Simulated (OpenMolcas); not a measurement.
**Fe⁴⁺ among point charges: CASSCF levels and susceptibility**

Aim: the splitting of the states of Fe⁴⁺ in the field of 6 point charges, its lowest levels with spin-orbit coupling and its magnetic susceptibility.

Method: state-averaged CASSCF, spin-orbit coupling by RASSI with atomic mean-field integrals. Code: OpenMolcas 26.06.

1 further run of the same task is left out (it didn't finish).

### 1 The atom as given

```
Species                           : Fe⁴⁺ (iron, Z = 26, 22 electrons)
Basis                             : ANO-RCC-VTZP [6s5p3d2f1g], 59 functions
Scalar Hamiltonian                : DKH2, point nucleus
Inactive shells                   : 1s 2s 2p 3s 3p
Active space                      : 4 electrons in 5 orbitals (3d)
Some configurations of this space : 3d4
Orbitals                          : optimised for each spin and parity, averaged over all roots
```

Outer shells as boxes (Hund's rule):

3d4
```
3d [↑ ][↑ ][↑ ][↑ ][  ]
```

The ion sits among 6 point charges of -2 e arranged as an octahedron (Oh), 1.58 Å from the ion. The active orbitals were held to one l.

Each step is its own input file, run in one work folder so that later steps find the files of earlier ones. Labels, J, g values, rates, χT and fits are worked out afterwards by a script from the matrices that RASSI stores. The input lists half of the charges; inversion (Group=XYZ) makes the rest.

### 2 Basis and integrals

a.inp reads:

```
&GATEWAY
Coord
1

Fe 0.0 0.0 0.0
Basis=ANO-RCC-VTZP
Group=XYZ
NoMove
AngMom=0.0 0.0 0.0
AMFI
XField
3 Angstrom 0
1.580000 0.000000 0.000000 -2.000000
0.000000 1.580000 0.000000 -2.000000
0.000000 0.000000 1.580000 -2.000000
&SEWARD
```

Run with:

```sh
$ OMP_NUM_THREADS=1 MOLCAS_MEM=1689 MOLCAS_PROJECT=a pymolcas a.inp > a.log
```

### 3 CASSCF: quintets of even parity, 5 roots

a.inp reads:

```
&RASSCF
FileOrb=start.orb
Symmetry=1
Spin=5
nActEl=4 0 0
Inactive=3 6
Ras2=5 0
CIRoot=5 5 1
SDav=5
CIMx=300
Iter=120 100
PrWF=0.3
OrbListing=Nothing
MaxOrb=0
SupSym
1
15 4 5 6 7 8 12 13 14 15 16 17 18 19 20 21
0
>>> COPY $Project.JobIph JOB001
```

start.orb holds the contracted functions of the basis, ordered by shell, or the orbitals of the step before.

### 4 Reference wave functions, triplets of even parity, 45 roots

a.inp reads:

```
&RASSCF
FileOrb=start.orb
Symmetry=1
Spin=3
nActEl=4 0 0
Inactive=3 6
Ras2=5 0
CIRoot=45 45 1
SDav=45
CIMx=300
Iter=120 100
PrWF=0.3
OrbListing=Nothing
MaxOrb=0
SupSym
1
15 4 5 6 7 8 12 13 14 15 16 17 18 19 20 21
0
>>> COPY $Project.JobIph JOB002
```

### 5 CASSCF: singlets of even parity, 50 roots

a.inp reads:

```
&RASSCF
FileOrb=start.orb
Symmetry=1
Spin=1
nActEl=4 0 0
Inactive=3 6
Ras2=5 0
CIRoot=50 50 1
SDav=50
CIMx=300
Iter=120 100
PrWF=0.3
OrbListing=Nothing
MaxOrb=0
SupSym
1
15 4 5 6 7 8 12 13 14 15 16 17 18 19 20 21
0
>>> COPY $Project.JobIph JOB003
```

### 6 RASSI: spin-orbit coupling between the states

a.inp reads:

```
&RASSI
NrOfJobIphs=3 5 45 50
1 2 3 4 5
1 2 3 4 5 6 7 8 9 10 11 12 13 14 15 16 17 18 19 20 21 22 23 24 25 26 27
28 29 30 31 32 33 34 35 36 37 38 39 40 41 42 43 44 45
1 2 3 4 5 6 7 8 9 10 11 12 13 14 15 16 17 18 19 20 21 22 23 24 25 26 27
28 29 30 31 32 33 34 35 36 37 38 39 40 41 42 43 44 45 46 47 48 49 50
IphNames
JOB001
JOB002
JOB003
EJob
SpinOrbit
DIPRint=1.0
SOCoupling=1000.0
Subsets=2
Property=9
'ANGMOM' 1 'ANGMOM' 2 'ANGMOM' 3 'MLTPL  1' 1 'MLTPL  1' 2 'MLTPL  1' 3
'AMFI' 1 'AMFI' 2 'AMFI' 3
SOProperty=3
'ANGMOM' 1 'ANGMOM' 2 'ANGMOM' 3
```

Before running it: what results should come out? Wanted: spin-free ground state; first state of the same spin within the active space; lowest level; next level.

The runs gave:

| quantity | value |
| --- | --- |
| method | CASSCF |
| spin-free ground state | 5E, 2-fold in its orbital part |
| first state of the same spin within the active space | 5T2 at 6460 cm⁻¹ |
| lowest level | 1-fold A1 |
| next level | 28.4 cm⁻¹ |
| χT at 300 K | 2.78 cm³ K/mol |
| effective moment at 300 K | 4.71 μB |

In words: The spin-free ground state (5E) comes to 100 % from free-ion D terms and keeps the highest spin of the shell. χT at 300 K is 2.78, against 3.01 cm³ K/mol for the spin alone; near agreement at one temperature doesn't show that the orbital moment is quenched. An active space of the d shell alone favours high spin; real ions in strong fields can be low spin. An orbital doublet at a regular site is open to a Jahn-Teller distortion, which this geometry leaves out. The field of point charges can differ much from that of real complexes. With metal d orbitals alone active, the gaps between spin states are rough; where two lie within a few thousand cm-1, their order is open. Point charges carry no covalency, so the field is a model and not that of real ligands.
